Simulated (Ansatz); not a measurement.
# C₂H₇FSSn: a spread of methods and bases

Aim: run C₂H₇FSSn under a spread of inputs, and see what each costs and gives.

The runs use Ansatz 0.2.0, Gaussian basis; the settings change from run to run.

1 further run of the same task is left out (for a known fault of the program).

**1. The relaxed structure**

An earlier PBE0-D4 in a triple-zeta def2 set relaxation fixed the geometry. Sn takes a core potential in def2 sets; no spin-orbit term is included.

SMILES `C[S][SnH]([CH3])[F]`, 12 atoms, charge 0, spin multiplicity 1.

Atoms are counted from 1 here; the program's logs count them from 0.

Bond lengths: C1–S2 1.820 Å, C1–H6 1.090 Å, C1–H7 1.090 Å, C1–H8 1.089 Å, S2–Sn3 2.378 Å, Sn3–C4 2.125 Å, Sn3–F5 1.934 Å, Sn3–H9 1.703 Å, C4–H10 1.090 Å, C4–H11 1.089 Å, C4–H12 1.090 Å. Angles: S2–C1–H6 106.3°, S2–C1–H7 111.7°, S2–C1–H8 111.1°, H6–C1–H7 108.6°, H6–C1–H8 108.8°, H7–C1–H8 110.3°, C1–S2–Sn3 99.7°, S2–Sn3–C4 113.5°, S2–Sn3–F5 105.7°, S2–Sn3–H9 109.4°, C4–Sn3–F5 102.4°, C4–Sn3–H9 118.5°, F5–Sn3–H9 105.9°, Sn3–C4–H10 110.2°, Sn3–C4–H11 109.0°, Sn3–C4–H12 109.1°, H10–C4–H11 109.6°, H10–C4–H12 109.7° and more.

**2. B97/def2-mTZVPP**

Set apart from the defaults: charge +1, multiplicity 2.

The input, in.yaml:

```yaml
crystal:
  periodic: [false, false, false]
  atoms:
    - {symbol: C, position_ang: [-2.003343, 0.699995, 0.029140]}
    - {symbol: S, position_ang: [-1.203821, 0.450650, -1.586319]}
    - {symbol: Sn, position_ang: [1.049200, 0.170256, -0.879332]}
    - {symbol: C, position_ang: [1.269710, -1.199172, 0.730152]}
    - {symbol: F, position_ang: [1.555164, 1.851366, -0.067478]}
    - {symbol: H, position_ang: [-3.058624, 0.878608, -0.176291]}
    - {symbol: H, position_ang: [-1.917740, -0.183656, 0.661091]}
    - {symbol: H, position_ang: [-1.593554, 1.570212, 0.540047]}
    - {symbol: H, position_ang: [2.052299, -0.009857, -2.243691]}
    - {symbol: H, position_ang: [0.943445, -2.193195, 0.425049]}
    - {symbol: H, position_ang: [0.667262, -0.858343, 1.571488]}
    - {symbol: H, position_ang: [2.316901, -1.231969, 1.030045]}
basis:
  gaussian: {orbitals: def2-mTZVPP}
total_charge: 1
magnetization: {spin_polarized: true, initial_magnetization: 1}
hamiltonian: {xc: {name: B97}}
output: {forces: true}
```

On the command line:

```console
> ansatz run in.yaml --threads 2 --pin off --events-out ev --progress --plain --max-ram 32768MiB --backend cpu
```

Log, shortened:

```text
Functional definition: B97
  name "B97"
  cite "Becke, J. Chem. Phys. 107, 8554 (1997) doi:10.1063/1.475007"
[...]
      + integral(e_c_pw_opposite_spin*poly(b97_u_opposite, cos0, cos1, cos2))
1572 factors; integrals over basis functions are off by at most 1.3e-3 eV
[...]
mean field -21564.18807927 eV, -792.4692951817 hartree, gradient 6.1e-5 eV, S^2 0.754146; 2 other end points of the search recorded, 0 dependent functions left out
[...]
reference -21564.18810871 eV, -792.4692962633 hartree; 33, 32 occupied and 127, 128 virtual orbitals, 1572 factors
Total energy: -21564.18810871 eV, -792.4692962633 hartree
Atom 0 at    -2.003343     0.699995     0.029140 Å, force    -0.792233     0.328528    -0.236556 eV/Å
Atom 1 at    -1.203821     0.450650    -1.586319 Å, force    -1.620569     0.140551    -0.209747 eV/Å
Atom 2 at     1.049200     0.170256    -0.879332 Å, force     2.943577    -0.241368     0.292078 eV/Å
Atom 3 at     1.269710    -1.199172     0.730152 Å, force    -0.497100    -0.473842     0.305033 eV/Å
Atom 4 at     1.555164     1.851366    -0.067478 Å, force    -0.385876     0.164287    -0.036725 eV/Å
Atom 5 at    -3.058624     0.878608    -0.176291 Å, force    -0.085182    -0.007987    -0.030952 eV/Å
Atom 6 at    -1.917740    -0.183656     0.661091 Å, force     0.255463    -0.255860     0.025235 eV/Å
Atom 7 at    -1.593554     1.570212     0.540047 Å, force     0.335732     0.150676     0.087238 eV/Å
Atom 8 at     2.052299    -0.009857    -2.243691 Å, force    -0.274807     0.072435    -0.100943 eV/Å
Atom 9 at     0.943445    -2.193195     0.425049 Å, force     0.002691    -0.108830    -0.003856 eV/Å
Atom 10 at     0.667262    -0.858343     1.571488 Å, force    -0.045564     0.056340     0.088885 eV/Å
Atom 11 at     2.316901    -1.231969     1.030045 Å, force     0.163870     0.175072    -0.179689 eV/Å
Dipole moment:    -1.052699    -0.555927     0.021673 e Å
```

Wall time 18 s (2 threads of AMD EPYC 7R13, shared host); peak memory 0.78 GiB.

Largest force 2.968 eV/Å, ⟨S²⟩ 0.754.

**3. rPW86-PBE/def2-SVPD**

This run has a grid of angular degree 47, relativity set to none.

in.yaml, as its differences from that of step 2:

```diff
@@ -16,6 +16,4 @@
 basis:
-  gaussian: {orbitals: def2-mTZVPP}
-total_charge: 1
-magnetization: {spin_polarized: true, initial_magnetization: 1}
-hamiltonian: {xc: {name: B97}}
+  gaussian: {orbitals: def2-SVPD, final_grid: {core_spheres: 20, valence_spheres: 16, degree: 47}}
+hamiltonian: {xc: {name: rPW86-PBE}, pseudopotentials: {relativity: none}}
 output: {forces: true}
```

The command is unchanged.

Log, shortened:

```text
Functional definition: rPW86-PBE
  name "rPW86-PBE"
  cite "Murray, Lee & Langreth, J. Chem. Theory Comput. 5, 2754 (2009) doi:10.1021/ct900365q"
  cite "Perdew, Burke & Ernzerhof, Phys. Rev. Lett. 77, 3865 (1996) doi:10.1103/PhysRevLett.77.3865"
  parent pbe
[...]
1594 factors; their error is unknown
[...]
mean field -21591.39456202 eV, -793.4691149812 hartree, gradient 3.3e-5 eV, S^2 0.000000; 0 other end points of the search recorded, 0 dependent functions left out
[...]
reference -21591.39470874 eV, -793.4691203734 hartree; 33, 33 occupied and 145, 145 virtual orbitals, 1594 factors
Total energy: -21591.39470874 eV, -793.4691203734 hartree
Atom 0 at    -2.003343     0.699995     0.029140 Å, force    -0.082359     0.019805     0.095198 eV/Å
Atom 1 at    -1.203821     0.450650    -1.586319 Å, force    -0.532028     0.009828    -0.855544 eV/Å
Atom 2 at     1.049200     0.170256    -0.879332 Å, force     0.143760    -1.021281    -0.647462 eV/Å
Atom 3 at     1.269710    -1.199172     0.730152 Å, force     0.046604    -0.156392     0.141740 eV/Å
Atom 4 at     1.555164     1.851366    -0.067478 Å, force     0.437944     1.388066     0.678228 eV/Å
Atom 5 at    -3.058624     0.878608    -0.176291 Å, force    -0.411199     0.069541    -0.044894 eV/Å
Atom 6 at    -1.917740    -0.183656     0.661091 Å, force     0.011987    -0.350422     0.301592 eV/Å
Atom 7 at    -1.593554     1.570212     0.540047 Å, force     0.136000     0.362572     0.249413 eV/Å
Atom 8 at     2.052299    -0.009857    -2.243691 Å, force     0.209389    -0.033121    -0.301618 eV/Å
Atom 9 at     0.943445    -2.193195     0.425049 Å, force    -0.130681    -0.399812    -0.105807 eV/Å
Atom 10 at     0.667262    -0.858343     1.571488 Å, force    -0.236688     0.129186     0.348496 eV/Å
Atom 11 at     2.316901    -1.231969     1.030045 Å, force     0.407273    -0.017969     0.140658 eV/Å
Dipole moment:    -0.107012    -0.564956     0.217648 e Å
```

It took 5.5 s on 2 threads of AMD EPYC 7R13, shared host.

Largest force 1.606 eV/Å, dipole 2.95 D.

**4. revPBE/def2-TZVP**

This run has charge +1, multiplicity 2.

in.yaml, as its differences from that of step 3:

```diff
@@ -16,4 +16,6 @@
 basis:
-  gaussian: {orbitals: def2-SVPD, final_grid: {core_spheres: 20, valence_spheres: 16, degree: 47}}
-hamiltonian: {xc: {name: rPW86-PBE}, pseudopotentials: {relativity: none}}
+  gaussian: {orbitals: def2-TZVP}
+total_charge: 1
+magnetization: {spin_polarized: true, initial_magnetization: 1}
+hamiltonian: {xc: {name: revPBE}}
 output: {forces: true}
```

Launched as before.

Log, shortened:

```text
Functional definition: revPBE
  name "revPBE"
  cite "Zhang & Yang, Phys. Rev. Lett. 80, 890 (1998) doi:10.1103/PhysRevLett.80.890"
  cite "Perdew, Burke & Ernzerhof, Phys. Rev. Lett. 77, 3865 (1996) doi:10.1103/PhysRevLett.77.3865"
[...]
1473 factors; their error is unknown
[...]
mean field -21564.80132123 eV, -792.4918314078 hartree, gradient 5.4e-5 eV, S^2 0.753710; 6 other end points of the search recorded, 0 dependent functions left out
[...]
reference -21564.80138205 eV, -792.4918336428 hartree; 33, 32 occupied and 189, 190 virtual orbitals, 1473 factors
Total energy: -21564.80138205 eV, -792.4918336428 hartree
Atom 0 at    -2.003343     0.699995     0.029140 Å, force    -0.518730     0.283685    -0.556188 eV/Å
Atom 1 at    -1.203821     0.450650    -1.586319 Å, force    -1.516893     0.073522     0.008902 eV/Å
Atom 2 at     1.049200     0.170256    -0.879332 Å, force     2.281193    -0.077598     0.117347 eV/Å
Atom 3 at     1.269710    -1.199172     0.730152 Å, force    -0.326155    -0.560952     0.461645 eV/Å
Atom 4 at     1.555164     1.851366    -0.067478 Å, force    -0.259746     0.197846     0.061889 eV/Å
Atom 5 at    -3.058624     0.878608    -0.176291 Å, force    -0.268074     0.025947    -0.078278 eV/Å
Atom 6 at    -1.917740    -0.183656     0.661091 Å, force     0.230804    -0.373746     0.135650 eV/Å
Atom 7 at    -1.593554     1.570212     0.540047 Å, force     0.354495     0.280729     0.189603 eV/Å
Atom 8 at     2.052299    -0.009857    -2.243691 Å, force    -0.070790     0.023143    -0.216920 eV/Å
Atom 9 at     0.943445    -2.193195     0.425049 Å, force    -0.071563    -0.238012    -0.143363 eV/Å
Atom 10 at     0.667262    -0.858343     1.571488 Å, force    -0.174337     0.180365     0.176439 eV/Å
Atom 11 at     2.316901    -1.231969     1.030045 Å, force     0.339796     0.185069    -0.156727 eV/Å
Dipole moment:    -0.928769    -0.571758     0.097719 e Å
```

It took 11 s on 2 threads of AMD EPYC 7R13, shared host.

Largest force 2.286 eV/Å, ⟨S²⟩ 0.754.

**5. B97M-V/def2-SVP**

This run has coordinates scaled by 1.12, the search for lower states set to off.

The input, in.yaml:

```yaml
crystal:
  periodic: [false, false, false]
  atoms:
    - {symbol: C, position_ang: [-2.243744, 0.783994, 0.032637]}
    - {symbol: S, position_ang: [-1.348280, 0.504728, -1.776677]}
    - {symbol: Sn, position_ang: [1.175104, 0.190687, -0.984852]}
    - {symbol: C, position_ang: [1.422075, -1.343072, 0.817770]}
    - {symbol: F, position_ang: [1.741784, 2.073530, -0.075576]}
    - {symbol: H, position_ang: [-3.425658, 0.984041, -0.197446]}
    - {symbol: H, position_ang: [-2.147869, -0.205694, 0.740422]}
    - {symbol: H, position_ang: [-1.784780, 1.758638, 0.604853]}
    - {symbol: H, position_ang: [2.298575, -0.011040, -2.512934]}
    - {symbol: H, position_ang: [1.056658, -2.456378, 0.476055]}
    - {symbol: H, position_ang: [0.747333, -0.961344, 1.760066]}
    - {symbol: H, position_ang: [2.594929, -1.379805, 1.153651]}
basis:
  gaussian: {orbitals: def2-SVP}
hamiltonian: {xc: {name: B97M-V}}
scf: {lower_state_search: off}
```

Launched as before.

Log, shortened:

```text
Functional definition: B97M-V
  name "B97M-V"
  cite "Mardirossian & Head-Gordon, J. Chem. Phys. 142, 074111 (2015) doi:10.1063/1.4907719"
  cite "Becke, J. Chem. Phys. 107, 8554 (1997) doi:10.1063/1.475007"
  cite "Vydrov & Van Voorhis, J. Chem. Phys. 133, 244103 (2010) doi:10.1063/1.3521275"
  # Of w^i u^j: cxij and so on, Table III.
[...]
  gx(w, u) = cx00 + cx01*u + cx02*u^2 + (cx10 + cx11*u)*w
  gss(w, u) = css00 + css02*u^2 + css10*w + (css32*w^3 + css42*w^4)*u^2
  gos(w, u) = cos00 + cos01*u + cos03*u^3 + cos10*w + cos32*w^3*u^2
[...]
      + integral(e_c_pw_mod_opposite_spin*gos(b97_w_opposite, b97_u_opposite)) + vv10(b, c)
[...]
1366 factors; their error is unknown
[...]
mean field -21559.32395421 eV, -792.2905418827 hartree, gradient 9.2e-6 eV, S^2 0.000000; 0 other end points of the search recorded, 0 dependent functions left out
reference -21559.32401818 eV, -792.2905442334 hartree; 33, 33 occupied and 88, 88 virtual orbitals, 1366 factors
Total energy: -21559.32401818 eV, -792.2905442334 hartree
Checks for a lower state left out: stability, starts, cluster_reference, orbital_swaps, neighbouring_geometries, increment
```

Wall time 3.5 s (2 threads of AMD EPYC 7R13, shared host).

**6. PBE-QIDH/def2-mTZVP**

Set apart from the defaults: charge +1, multiplicity 2, density fitting with def2-universal-jkfit, high accuracy.

The input, in.yaml:

```yaml
crystal:
  periodic: [false, false, false]
  atoms:
    - {symbol: C, position_ang: [-2.003343, 0.699995, 0.029140]}
    - {symbol: S, position_ang: [-1.203821, 0.450650, -1.586319]}
    - {symbol: Sn, position_ang: [1.049200, 0.170256, -0.879332]}
    - {symbol: C, position_ang: [1.269710, -1.199172, 0.730152]}
    - {symbol: F, position_ang: [1.555164, 1.851366, -0.067478]}
    - {symbol: H, position_ang: [-3.058624, 0.878608, -0.176291]}
    - {symbol: H, position_ang: [-1.917740, -0.183656, 0.661091]}
    - {symbol: H, position_ang: [-1.593554, 1.570212, 0.540047]}
    - {symbol: H, position_ang: [2.052299, -0.009857, -2.243691]}
    - {symbol: H, position_ang: [0.943445, -2.193195, 0.425049]}
    - {symbol: H, position_ang: [0.667262, -0.858343, 1.571488]}
    - {symbol: H, position_ang: [2.316901, -1.231969, 1.030045]}
basis:
  gaussian: {orbitals: def2-mTZVP, fitting: {mean_field: def2-universal-jkfit}}
total_charge: 1
magnetization: {spin_polarized: true, initial_magnetization: 1}
hamiltonian: {xc: {name: PBE-QIDH}}
accuracy: high
output: {forces: true}
```

The command is unchanged.

Log, shortened:

```text
Functional definition: PBE-QIDH
  name "PBE-QIDH"
  cite "Brémond, Sancho-García, Pérez-Jiménez & Adamo, J. Chem. Phys. 141, 031101 (2014) doi:10.1063/1.4890314"
  cite "Perdew, Burke & Ernzerhof, Phys. Rev. Lett. 77, 3865 (1996) doi:10.1103/PhysRevLett.77.3865"
[...]
699 factors; integrals over basis functions are off by at most 1.6e0 eV
[...]
mean field -21537.83840413 eV, -791.5009624805 hartree, gradient 6.0e-8 eV, S^2 0.758110; 2 other end points of the search recorded, 0 dependent functions left out
12 core orbitals not correlated: weight in the atoms' cores, before any rotation towards them, 1.000 or more for the frozen orbitals, at most 0.000 for the correlated occupied ones
reference -21537.83840567 eV, -791.5009625372 hartree; 21, 20 occupied and 103, 104 virtual orbitals, 699 factors
second order -22.25162274 eV of doubles, -0.00000000 eV of singles
[...]
Atom 2 at     1.049200     0.170256    -0.879332 Å, force     3.247156    -0.225665     0.984498 eV/Å
Atom 3 at     1.269710    -1.199172     0.730152 Å, force    -0.638432    -0.121744    -0.083385 eV/Å
Atom 4 at     1.555164     1.851366    -0.067478 Å, force    -0.631728    -0.312768    -0.350634 eV/Å
Atom 5 at    -3.058624     0.878608    -0.176291 Å, force     0.213906    -0.045764     0.050907 eV/Å
Atom 6 at    -1.917740    -0.183656     0.661091 Å, force     0.237427    -0.008494    -0.166844 eV/Å
Atom 7 at    -1.593554     1.570212     0.540047 Å, force     0.227442    -0.086459    -0.088085 eV/Å
Atom 8 at     2.052299    -0.009857    -2.243691 Å, force    -0.417183     0.112804    -0.037616 eV/Å
Atom 9 at     0.943445    -2.193195     0.425049 Å, force     0.095856     0.108426     0.132415 eV/Å
Atom 10 at     0.667262    -0.858343     1.571488 Å, force     0.136259    -0.090950    -0.073119 eV/Å
Atom 11 at     2.316901    -1.231969     1.030045 Å, force    -0.118114     0.153414    -0.221555 eV/Å
Dipole moment:    -1.133802    -0.567528    -0.059631 e Å
```

Run time: 38 s. Hardware: 2 threads of AMD EPYC 7R13, shared host.

Largest force 3.401 eV/Å, ⟨S²⟩ 0.758.

**7. wB97X-V/ANO-RCC-VTZP**

Set apart from the defaults: atoms shaken by 0.08 Å.

The input, in.yaml:

```yaml
crystal:
  periodic: [false, false, false]
  atoms:
    - {symbol: C, position_ang: [-2.099796, 0.697805, 0.098425]}
    - {symbol: S, position_ang: [-1.160117, 0.361247, -1.655225]}
    - {symbol: Sn, position_ang: [1.033580, 0.253079, -0.833115]}
    - {symbol: C, position_ang: [1.270573, -1.120443, 0.764203]}
    - {symbol: F, position_ang: [1.587679, 1.836320, -0.009712]}
    - {symbol: H, position_ang: [-3.176148, 0.984696, -0.157909]}
    - {symbol: H, position_ang: [-1.854399, -0.230233, 0.599938]}
    - {symbol: H, position_ang: [-1.555006, 1.586271, 0.635921]}
    - {symbol: H, position_ang: [2.041090, 0.041765, -2.324150]}
    - {symbol: H, position_ang: [1.067327, -2.148943, 0.380573]}
    - {symbol: H, position_ang: [0.673208, -0.702689, 1.556668]}
    - {symbol: H, position_ang: [2.346389, -1.305113, 1.056588]}
basis:
  gaussian: {orbitals: ANO-RCC-VTZP}
hamiltonian: {xc: {name: wB97X-V}}
output: {forces: true}
```

On the command line:

```console
> ansatz run in.yaml --threads 2 --pin off --events-out ev --progress --plain --max-ram 32768MiB --backend cuda --devices 0, --max-vram 18GiB
```

Log, shortened:

```text
Functional definition: wB97X-V
  name "wB97X-V"
  cite "Mardirossian & Head-Gordon, Phys. Chem. Chem. Phys. 16, 9904 (2014) doi:10.1039/C3CP54374A"
  cite "Becke, J. Chem. Phys. 107, 8554 (1997) doi:10.1063/1.475007"
  cite "Vydrov & Van Voorhis, J. Chem. Phys. 133, 244103 (2010) doi:10.1063/1.3521275"
[...]
      + integral(e_c_pw_opposite_spin*poly(b97_u_opposite, cos0, cos1)) + vv10(b, c)
2138 factors; their error is unknown
494 factors; integrals over basis functions are off by at most 5.6e-6 eV
[...]
mean field -183837.60808705 eV, -6755.9074875927 hartree, gradient 7.6e-5 eV, S^2 0.000000; 0 other end points of the search recorded, 0 dependent functions left out
[...]
reference -183837.60808280 eV, -6755.9074874367 hartree; 47, 47 occupied and 243, 243 virtual orbitals, 2138 factors
Total energy: -183837.60808280 eV, -6755.9074874367 hartree
Relativity: scalar
[...]
Atom 2 at     1.033580     0.253079    -0.833115 Å, force     0.927764    -1.805305    -1.905812 eV/Å
Atom 3 at     1.270573    -1.120443     0.764203 Å, force     1.886727    -1.335688    -0.965019 eV/Å
Atom 4 at     1.587679     1.836320    -0.009712 Å, force     0.311008     1.555605     0.662565 eV/Å
Atom 5 at    -3.176148     0.984696    -0.157909 Å, force     1.602766    -0.847960     0.546207 eV/Å
Atom 6 at    -1.854399    -0.230233     0.599938 Å, force    -0.889261    -0.049271     0.392439 eV/Å
Atom 7 at    -1.555006     1.586271     0.635921 Å, force    -1.150566    -1.619022    -1.128706 eV/Å
Atom 8 at     2.041090     0.041765    -2.324150 Å, force    -0.626958     0.167567     1.090907 eV/Å
Atom 9 at     1.067327    -2.148943     0.380573 Å, force    -0.919854     0.776940     0.549425 eV/Å
Atom 10 at     0.673208    -0.702689     1.556668 Å, force    -0.236088    -0.547270     0.572663 eV/Å
Atom 11 at     2.346389    -1.305113     1.056588 Å, force    -0.982377     1.036671    -0.029782 eV/Å
Dipole moment:    -0.184766    -0.455814     0.295766 e Å
```

Run time: 15 s. Hardware: 1 × H100 (card shared with other runs) with 2 threads of AMD EPYC 7R13, shared host; peak host memory 1.4 GiB.

Largest force 2.833 eV/Å, dipole 2.76 D.

**8. B3LYP5/def2-mTZVPP**

Set apart from the defaults: multiplicity 3, atoms shaken by 0.15 Å, high accuracy.

The input, in.yaml:

```yaml
crystal:
  periodic: [false, false, false]
  atoms:
    - {symbol: C, position_ang: [-2.017097, 0.604271, 0.291192]}
    - {symbol: S, position_ang: [-1.483827, 0.128325, -1.810723]}
    - {symbol: Sn, position_ang: [1.127302, 0.269640, -0.778038]}
    - {symbol: C, position_ang: [1.193315, -1.217167, 0.755364]}
    - {symbol: F, position_ang: [1.550333, 1.779753, -0.089387]}
    - {symbol: H, position_ang: [-2.795950, 0.737277, -0.069054]}
    - {symbol: H, position_ang: [-1.944236, -0.328028, 0.837397]}
    - {symbol: H, position_ang: [-1.405021, 1.310152, 0.305856]}
    - {symbol: H, position_ang: [2.152703, 0.175652, -2.448061]}
    - {symbol: H, position_ang: [0.860349, -2.277827, 0.369557]}
    - {symbol: H, position_ang: [0.591644, -0.662157, 1.508757]}
    - {symbol: H, position_ang: [2.042092, -1.445025, 0.909139]}
basis:
  gaussian: {orbitals: def2-mTZVPP}
magnetization: {spin_polarized: true, initial_magnetization: 2}
hamiltonian: {xc: {name: B3LYP5}}
accuracy: high
```

On the command line:

```console
> ansatz run in.yaml --threads 2 --pin off --events-out ev --progress --plain --max-ram 32768MiB --backend cpu
```

Log, shortened:

```text
Functional definition: B3LYP5
  name "B3LYP5"
  cite "Stephens, Devlin, Chabalowski & Frisch, J. Phys. Chem. 98, 11623 (1994) doi:10.1021/j100096a001"
  cite "Becke, Phys. Rev. A 38, 3098 (1988) doi:10.1103/PhysRevA.38.3098"
  cite "Lee, Yang & Parr, Phys. Rev. B 37, 785 (1988) doi:10.1103/PhysRevB.37.785"
  cite "Vosko, Wilk & Nusair, Can. J. Phys. 58, 1200 (1980) doi:10.1139/p80-159"
[...]
3519 factors; integrals over basis functions are off by at most 2.8e-8 eV
[...]
mean field -21562.42958192 eV, -792.4046715960 hartree, gradient 8.3e-8 eV, S^2 2.007584; 7 other end points of the search recorded, 0 dependent functions left out
reference -21562.42963058 eV, -792.4046733840 hartree; 34, 32 occupied and 126, 128 virtual orbitals, 3519 factors
Total energy: -21562.42963058 eV, -792.4046733840 hartree
```

It took 47 s on 2 threads of AMD EPYC 7R13, shared host; peak memory 1.2 GiB.

⟨S²⟩ 2.008.

**9. All runs side by side**

| level | charge | multiplicity | geometry | functions | energy (eV) | time |
| --- | --- | --- | --- | --- | --- | --- |
| B97/def2-mTZVPP | 1 | 2 | relaxed | 160 | -21564.188 | 18 s |
| rPW86-PBE/def2-SVPD | 0 | 1 | relaxed | 178 | -21591.395 | 5.5 s |
| revPBE/def2-TZVP | 1 | 2 | relaxed | 222 | -21564.801 | 11 s |
| B97M-V/def2-SVP | 0 | 1 | scaled | 121 | -21559.324 | 3.5 s |
| PBE-QIDH/def2-mTZVP | 1 | 2 | relaxed | 136 | -21545.256 | 38 s |
| wB97X-V/ANO-RCC-VTZP | 0 | 1 | shaken | 290 | -183837.608 | 15 s |
| B3LYP5/def2-mTZVPP | 0 | 3 | shaken | 160 | -21562.430 | 47 s |

**10. Results**

```
quantity                     value
    runs                         7
quickest    B97M-V/def2-SVP, 3.5 s
 slowest  B3LYP5/def2-mTZVPP, 47 s
```

**Reading.** The runs differ in state or geometry as well as level, so their energies can't be set against each other. B3LYP5/def2-mTZVPP took 14 times as long as B97M-V/def2-SVP. The jobs differ in tasks and options as well as level. At the PBE0-D4/def2-TZVP geometry and in the same state, runs without warnings or point charges leave forces up to 1.61 eV/Å (rPW86-PBE/def2-SVPD), against 2.8 eV/Å where the atoms were moved.
